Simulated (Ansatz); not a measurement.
# C2H5BO2: one species, many methods

One table from this session's results is given with a row withheld; the runs are named, their logs left out.

Program: Ansatz 0.2.0, Gaussian basis. Level of theory: functionals in def2-TZVPP, the program's frozen cores in correlated methods. These are calculated values, not measurements.

The runs, in order: LDA (SPW92), PBE-D4, revPBE-D4, BLYP-D4, r2SCAN-D4, B97M-V, PBE0-D4, B3LYP-D4, r2SCANh-D4, r2SCAN0-D4, HSE06-D4, BHLYP-D4, CAM-B3LYP-D4, LC-ωPBE, ωB97X-V, ωB97M-V, B2PLYP, PBE-QIDH; CCSD(T)/def2-SVP; CCSD(T)/def2-TZVPP; MP2/def2-QZVPP; extrapolation to the limit; RPA on PBE.

### The geometry

The geometry comes from an earlier relaxation with PBE0-D4 in a triple-zeta def2 set; it is a stationary point, not always the lowest conformer.

SMILES `BOC1CO1`, 10 atoms, charge 0, spin multiplicity 1.

Atoms are counted from 1 here; the program's logs count them from 0.

Bond lengths: B1–O2 1.347 Å, B1–H6 1.194 Å, B1–H7 1.200 Å, O2–C3 1.386 Å, C3–C4 1.454 Å, C3–O5 1.386 Å, C3–H8 1.087 Å, C4–O5 1.431 Å, C4–H9 1.087 Å, C4–H10 1.086 Å. Angles: O2–B1–H6 116.4°, O2–B1–H7 120.4°, H6–B1–H7 123.1°, B1–O2–C3 123.0°, O2–C3–C4 122.0°, O2–C3–O5 115.3°, O2–C3–H8 111.4°, C4–C3–O5 60.5°, C4–C3–H8 121.8°, O5–C3–H8 115.6°, C3–C4–O5 57.4°, C3–C4–H9 120.5°, C3–C4–H10 118.6°, O5–C4–H9 115.6°, O5–C4–H10 114.9°, H9–C4–H10 116.1°, C3–O5–C4 62.1°.

Set-up of the first run:

Contents of in.yaml:

```yaml
crystal:
  periodic: [false, false, false]
  atoms:
    - {symbol: B, position_ang: [-1.489776, 0.049385, -0.906901]}
    - {symbol: O, position_ang: [-0.880834, -0.801587, -0.058328]}
    - {symbol: C, position_ang: [0.167801, -0.423522, 0.765502]}
    - {symbol: C, position_ang: [1.324029, 0.298561, 0.260244]}
    - {symbol: O, position_ang: [1.359348, -1.101147, 0.557501]}
    - {symbol: H, position_ang: [-2.397449, -0.394117, -1.544189]}
    - {symbol: H, position_ang: [-1.121235, 1.187737, -0.995006]}
    - {symbol: H, position_ang: [-0.152022, -0.341588, 1.801635]}
    - {symbol: H, position_ang: [1.909969, 0.932676, 0.919915]}
    - {symbol: H, position_ang: [1.363471, 0.542502, -0.797373]}
basis:
  gaussian: {orbitals: def2-TZVPP}
hamiltonian: {xc: lda}
output: {orbitals: {seedname: orbitals}}
```

Launch:

```sh
ansatz run in.yaml --threads 2 --pin off --events-out ev --progress --plain --max-ram 4352MiB
```

Steps of the session up to this table: LDA; PBE-D4 (GGA); revPBE-D4 (GGA); BLYP-D4 (GGA); r2SCAN-D4 (meta-GGA); B97M-V (meta-GGA); PBE0-D4 (hybrid); B3LYP-D4 (hybrid); r2SCANh-D4 (hybrid); r2SCAN0-D4 (hybrid); HSE06-D4 (hybrid); BHLYP-D4 (hybrid); CAM-B3LYP-D4 (range-separated); LC-ωPBE (range-separated); ωB97X-V (range-separated); ωB97M-V (range-separated); B2PLYP (double hybrid); PBE-QIDH (double hybrid).

One of the session's tables, all rows but one given; the rest of the session is left out.

```
  functional  HOMO (eV)  gap (eV)
 LDA (SPW92)      -7.01      5.00
      PBE-D4      -6.87      5.14
   revPBE-D4      -6.81      5.20
     BLYP-D4      -6.78      5.17
   r2SCAN-D4      -7.19      5.87
      B97M-V      -7.36      5.88
     PBE0-D4      -8.50      7.77
    B3LYP-D4      -8.25      7.26
  r2SCANh-D4      -7.81      6.83
  r2SCAN0-D4      -8.74      8.26
    HSE06-D4      -8.10      6.98
    BHLYP-D4          ?         ?
CAM-B3LYP-D4      -9.98     10.28
     LC-ωPBE     -11.31     12.86
     ωB97X-V     -10.99     12.41
     ωB97M-V     -10.92     12.04
```

**Question.** Estimate the row for BHLYP-D4.

Worked estimate for «HOMO (eV)». Against the share of exact exchange, BLYP-D4 (0, -6.78), B3LYP-D4 (0.2, -8.25) give a slope of -7.35 per unit share; at 0.5 the line stands at -10.45.

As computed: HOMO (eV): -10.08; gap (eV): 10.29. In «HOMO (eV)» the line misses by -0.37.
